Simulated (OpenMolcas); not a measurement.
**A workflow on B3N3H6 (borazine)**

We compute a single-point energy (HF/ANO-R0), then a single-point energy (CASSCF(2,2)/ANO-R1), then the energy along one coordinate (CASPT2(2,2)/ANO-R1), then the energy along one coordinate (SC-NEVPT2(2,2)/ANO-R1), then an energy scan (MC-PDFT[tPBE](2,2)/ANO-R1) of B3N3H6 (borazine). 

The calculation is run with OpenMolcas 26.06.

## 1. The system as given

The species is B3N3H6 (12 atoms), meant as a singlet with charge 0. As SMILES, `B1NBNBN1`. Geometry: relaxed at PBE0-D4/def2-TZVP. This is one conformer, not always the lowest.

Bond lengths: B1–N2 1.425 Å, N2–B3 1.425 Å, B3–N4 1.425 Å, N4–B5 1.425 Å, B1–N6 1.425 Å, B5–N6 1.425 Å, B1–H7 1.197 Å, N2–H8 1.006 Å, B3–H9 1.197 Å, N4–H10 1.006 Å, B5–H11 1.197 Å, N6–H12 1.006 Å. Some angles: B1–N2–B3 122.9°, N2–B1–N6 117.1°, N2–B3–N4 117.1°, B3–N4–B5 122.9°, N4–B5–N6 117.1°, B1–N6–B5 122.9°, B1–N2–H8 118.6°, B3–N2–H8 118.6°, N2–B1–H7 121.4°, N6–B1–H7 121.4°.

## 2. The energy at HF/ANO-R0 (sfX2C) (run 1)

geom.xyz

```xyz
12

B     -0.725600    -1.223220     0.253660
N      0.524170    -0.956610     0.883320
B      1.265120     0.238610     0.655490
N      0.704960     1.188460    -0.246430
B     -0.539530     0.984630    -0.909140
N     -1.229160    -0.231820    -0.636840
H     -1.326890    -2.236960     0.463830
H      0.899850    -1.642240     1.516360
H      2.313570     0.436330     1.198680
H      1.210210     2.040210    -0.423070
H     -0.986620     1.800580    -1.662600
H     -2.110080    -0.397960    -1.093280
```

step1.input

```
>>> EXPORT MOLCAS_PRINT=2

&gateway
 coord=geom.xyz
 basis=ANO-R0
 group=NoSym

&seward

&scf
 prorbitals=0

&localisation
 occupied
 freeze
 pipek-mezey

&localisation
 fileorb=$Project.LocOrb
 virtual
 pipek-mezey
```

Started as:

```console
export MOLCAS_MEM=1860
pymolcas step1.input > step1.log
```

Output:

```text
--- Start Module: gateway ---
[...]
--- Stop Module: gateway /rc=_RC_ALL_IS_WELL_ ---
[...]
      Basis functions           36
[...]
       Convergence after  11 Iterations
[...]
::    Total SCF energy                               -240.5304876214
[...]
      Total spin, S                                     0.0000000000
[...]
      Total electronic charge=   42.000000
      Total            charge=   -0.000000
[...]
      Dipole Moment (debye):
      Origin of the operator (angstrom)=   -0.0000    0.0000    0.0000
                   X= -5.0980E-05               Y=  6.9389E-05               Z= -9.1339E-05           Total=  1.2553E-04
      Quadrupole Moment (debye*angstrom):
[...]
--- Start Module: localisation ---
[...]
--- Stop Module: localisation /rc=_RC_ALL_IS_WELL_ ---
--- Start Module: localisation ---
[...]
--- Stop Module: localisation /rc=_RC_ALL_IS_WELL_ ---
[...]
```

Run time: 3.6 s. Hardware: 1 thread of Intel Xeon 6975P-C (Granite Rapids), shared host; peak memory 0.38 GiB.

## 3. The energy at CASSCF(2,2)/ANO-R1 (sfX2C, RICD fitting) (run 2)

geom.xyz is that of step 2.

step2.inp

```
>>> EXPORT MOLCAS_PRINT=2

&GATEWAY
 Coord
 geom.xyz
 Basis
 ANO-R0
 Group
 NoSym

&SEWARD

&RASSCF
 FileOrb
 $CurrDir/step1.LocOrb
 Alter
 2
 1 15 21
 1 22 26
 Spin
 1
 Nactel
 2 0 0
 Inactive
 20
 Ras2
 2
 OrbListing
 Nothing
>>> COPY $Project.RunFile RUNFIL1
>>> COPY $Project.RasOrb INPORB

&GATEWAY
 Coord
 geom.xyz
 Basis
 ANO-R1
 Group
 NoSym
 RICD

&SEWARD
>>> COPY $Project.RunFile RUNFIL2

&EXPBAS

&RASSCF
 FileOrb
 $Project.ExpOrb
 Spin
 1
 Nactel
 2 0 0
 Inactive
 20
 Ras2
 2
 OrbListing
 Nothing
```

Started as:

```console
export MOLCAS_MEM=1860
pymolcas step2.inp > step2.log
```

Output:

```text
--- Start Module: gateway ---
[...]
      Basis functions           36
[...]
      Number of active orbitals                  2
[...]
      Spin quantum number                      0.0
[...]
      Active orbitals                            2
[...]
      Number of CSFs                             3
[...]
      Number of root(s) required                 1
[...]
      Convergence after  9 iterations
[...]
      printout of CI-coefficients larger than  0.05 for root  1
      energy=    -240.543771
      conf/sym  11     Coeff  Weight
             1  20   0.99538 0.99077
             3  02  -0.09605 0.00923
      Natural orbitals and occupation numbers for root  1
      sym 1:   1.981548   0.018452
      ************************************************************************************************************************
      *                                                    Final results                                                     *
[...]
::    RASSCF root number  1 Total energy:   -240.54377063
[...]
      Basis functions          114
[...]
      Convergence after 13 iterations
[...]
      Natural orbitals and occupation numbers for root  1
      sym 1:   1.983237   0.016763
      ************************************************************************************************************************
      *                                                    Final results                                                     *
[...]
::    RASSCF root number  1 Total energy:   -241.35017226
[...]
      Total electronic charge=   42.000000
      Total            charge=   -0.000000
[...]
      Dipole Moment (debye):
      Origin of the operator (angstrom)=   -0.0000    0.0000    0.0000
                   X= -2.0141E-02               Y=  3.6742E-02               Z= -3.3974E-02           Total=  5.3944E-02
      Quadrupole Moment (debye*angstrom):
[...]
```

Wall time 11 s (1 thread of Intel Xeon 6975P-C (Granite Rapids), shared host); peak memory 0.38 GiB.

## 4. The energy along one coordinate at CASPT2(2,2)/ANO-R1 (sfX2C, RICD fitting, ipea shift 0.25 Eh, pt2 variant SS) (run 3)

step3.inp

```
* B3H6N3 CASPT2
>>> COPY $CurrDir/step2.RasOrb $Project.RasOrb
>>> ForEach K in (1, 2, 3, 4, 5, 6, 7, 8, 9)

&GATEWAY
  Coord=$CurrDir/point$K.xyz
  Basis=ANO-R1
  Group=NoSym
  RICD

&SEWARD

&RASSCF
  FileOrb=$Project.RasOrb
  Spin=1
  Nactel=2 0 0
  Inactive=20
  Ras2=2
  OrbListing=Nothing

&CASPT2
  Imaginary=0.2
  Frozen=6
>>> EndDo
```

Started as:

```console
export MOLCAS_MEM=1860
pymolcas step3.inp > step3.log
```

Output:

```text
[...]
      Basis functions          114
[...]
      Number of active orbitals                  2
[...]
      Spin quantum number                      0.0
[...]
      Active orbitals                            2
[...]
      Number of CSFs                             3
[...]
      Number of root(s) required                 1
[...]
      Convergence after 12 iterations
[...]
      printout of CI-coefficients larger than  0.05 for root  1
      energy=    -241.338340
      conf/sym  11     Coeff  Weight
             1  20   0.99714 0.99428
             3  02  -0.07563 0.00572
      Natural orbitals and occupation numbers for root  1
      sym 1:   1.988561   0.011439
      ************************************************************************************************************************
      *                                                    Final results                                                     *
[...]
::    RASSCF root number  1 Total energy:   -241.33834025
[...]
::    CASPT2 Root  1     Total energy:   -242.07645182
[...]
      Convergence after 11 iterations
[...]
      Natural orbitals and occupation numbers for root  1
      sym 1:   1.983234   0.016766
      ************************************************************************************************************************
      *                                                    Final results                                                     *
[...]
      Convergence after 11 iterations
[...]
      Convergence after 10 iterations
[...]
      Convergence after 10 iterations
[...]
::    RASSCF root number  1 Total energy:   -241.17259233
[...]
::    CASPT2 Root  1     Total energy:   -241.89706332
[...]
      Convergence after  8 iterations
[...]
::    RASSCF root number  1 Total energy:   -241.16340236
[...]
      Reference weight:           0.80664
[...]
::    CASPT2 Root  1     Total energy:   -241.88496996
[...]
```

It took 82 s on 1 thread of Intel Xeon 6975P-C (Granite Rapids), shared host; peak memory 0.1 GiB.

The scan, from its lowest point:

```
H8–N2 (Å)  energy (kJ/mol)
    0.905             31.3
    1.006              0.0
    1.107             17.4
    1.257             84.7
    1.459            197.1
    1.710            323.2
    2.012            429.8
    2.414            502.3
    3.018            534.0
```

## 5. An energy scan at SC-NEVPT2(2,2)/ANO-R1 (sfX2C, RICD fitting, pt2 variant SC-NEVPT2) (run 4)

step4.input

```
>>> COPY $CurrDir/step2.RasOrb $Project.RasOrb
>>> ForEach K in (1, 2, 3, 4, 5, 6, 7, 8, 9)
&GATEWAY
COORD=$CurrDir/point$K.xyz
BASIS=ANO-R1
GROUP=NoSym
RICD
&SEWARD
&RASSCF
FILEORB=$Project.RasOrb
SPIN=1
NACTEL=2 0 0
INACTIVE=20
RAS2=2
ORBLISTING=Nothing
&CASPT2
SC-NEVPT2
FROZEN=6
>>> EndDo
```

Started as:

```console
export MOLCAS_MEM=1860
pymolcas step4.input > step4.log
```

Output:

```text
--- Start Module: gateway ---
[...]
      Basis functions          114
[...]
      Number of active orbitals                  2
[...]
      Spin quantum number                      0.0
[...]
      Active orbitals                            2
[...]
      Number of CSFs                             3
[...]
      Number of root(s) required                 1
[...]
      Convergence after 12 iterations
[...]
      printout of CI-coefficients larger than  0.05 for root  1
      energy=    -241.338340
      conf/sym  11     Coeff  Weight
             1  20   0.99714 0.99428
             3  02  -0.07563 0.00572
      Natural orbitals and occupation numbers for root  1
      sym 1:   1.988561   0.011439
      ************************************************************************************************************************
      *                                                    Final results                                                     *
[...]
::    RASSCF root number  1 Total energy:   -241.33834025
[...]
::    SC-NEVPT2 Root  1     Total energy:   -242.07341628
[...]
      Convergence after 11 iterations
[...]
      Natural orbitals and occupation numbers for root  1
      sym 1:   1.983234   0.016766
      ************************************************************************************************************************
      *                                                    Final results                                                     *
[...]
      Convergence after 11 iterations
[...]
      Convergence after 10 iterations
[...]
      Convergence after 10 iterations
[...]
::    RASSCF root number  1 Total energy:   -241.17259233
[...]
::    SC-NEVPT2 Root  1     Total energy:   -241.89228887
[...]
      Convergence after  8 iterations
[...]
::    RASSCF root number  1 Total energy:   -241.16340236
[...]
::    SC-NEVPT2 Root  1     Total energy:   -241.88043548
[...]
```

Run time: 72 s. Hardware: 1 thread of Intel Xeon 6975P-C (Granite Rapids), shared host; peak memory 0.1 GiB.

The scan, from its lowest point:

```
H8–N2 (Å)  energy (kJ/mol)
    0.905             32.9
    1.006              0.0
    1.107             16.0
    1.257             82.0
    1.459            194.6
    1.710            323.4
    2.012            434.1
    2.414            508.5
    3.018            539.6
```

## 6. An energy scan at MC-PDFT[tPBE](2,2)/ANO-R1 (sfX2C, RICD fitting) (run 5)

step5.input

```
>>> COPY $CurrDir/step2.RasOrb $Project.RasOrb
>>> ForEach K in (1, 2, 3, 4, 5, 6, 7, 8, 9)

&GATEWAY
 Coord=$CurrDir/point$K.xyz
 Basis=ANO-R1
 Group=NoSym
 RICD

&SEWARD

&RASSCF
 FileOrb=$Project.RasOrb
 Spin=1
 Nactel=2 0 0
 Inactive=20
 Ras2=2
 OrbListing=Nothing

&MCPDFT
 KSDFT=T:PBE
>>> EndDo
```

Started as:

```console
export MOLCAS_MEM=1860
pymolcas step5.input > step5.log
```

Output:

```text
--- Start Module: gateway ---
[...]
      Basis functions          114
[...]
      Number of active orbitals                  2
[...]
      Spin quantum number                      0.0
[...]
      Active orbitals                            2
[...]
      Number of CSFs                             3
[...]
      Number of root(s) required                 1
[...]
      Convergence after 12 iterations
[...]
      printout of CI-coefficients larger than  0.05 for root  1
      energy=    -241.338340
      conf/sym  11     Coeff  Weight
             1  20   0.99714 0.99428
             3  02  -0.07563 0.00572
      Natural orbitals and occupation numbers for root  1
      sym 1:   1.988561   0.011439
      ************************************************************************************************************************
      *                                                    Final results                                                     *
[...]
::    RASSCF root number  1 Total energy:   -241.33834025
[...]
::    MCPDFT root number  1 Total energy:   -242.44823434
[...]
      Convergence after 11 iterations
[...]
      Natural orbitals and occupation numbers for root  1
      sym 1:   1.983234   0.016766
      ************************************************************************************************************************
      *                                                    Final results                                                     *
[...]
      Convergence after 11 iterations
[...]
      Convergence after 10 iterations
[...]
      Convergence after 10 iterations
[...]
::    RASSCF root number  1 Total energy:   -241.17259233
[...]
::    MCPDFT root number  1 Total energy:   -242.26155731
[...]
      Convergence after  8 iterations
[...]
::    RASSCF root number  1 Total energy:   -241.16340236
[...]
::    MCPDFT root number  1 Total energy:   -242.24890412
[...]
```

Wall time 80 s (1 thread of Intel Xeon 6975P-C (Granite Rapids), shared host); peak memory 0.083 GiB.

The scan, from its lowest point:

```
H8–N2 (Å)  energy (kJ/mol)
    0.905             32.0
    1.006              0.0
    1.107             16.3
    1.257             82.3
    1.459            195.0
    1.710            325.5
    2.012            441.3
    2.414            522.1
    3.018            555.3
```

## 7. Outcome

| quantity | value |
| --- | --- |
| run 1, HF/ANO-R0: total energy | -240.53049 Eh |
| run 1, HF/ANO-R0: dipole moment | 0.00 D |
| run 1, HF/ANO-R0: HOMO energy | -12.39 eV |
| run 1, HF/ANO-R0: LUMO energy | 3.79 eV |
| run 1, HF/ANO-R0: HOMO–LUMO gap | 16.18 eV |
| run 2, CASSCF(2,2)/ANO-R1: total energy | -241.35017 Eh |
| run 2, CASSCF(2,2)/ANO-R1: dipole moment (CASSCF density) | 0.05 D |
| run 3, CASPT2(2,2)/ANO-R1: lowest energy of the scan | -242.08837 Eh |
| run 4, SC-NEVPT2(2,2)/ANO-R1: lowest energy of the scan | -242.08595 Eh |
| run 5, MC-PDFT[tPBE](2,2)/ANO-R1: lowest energy of the scan | -242.46041 Eh |

**Reading.** Mulliken charges (run 1, HF/ANO-R0) run from -0.49 on N2 to +0.40 on H8.
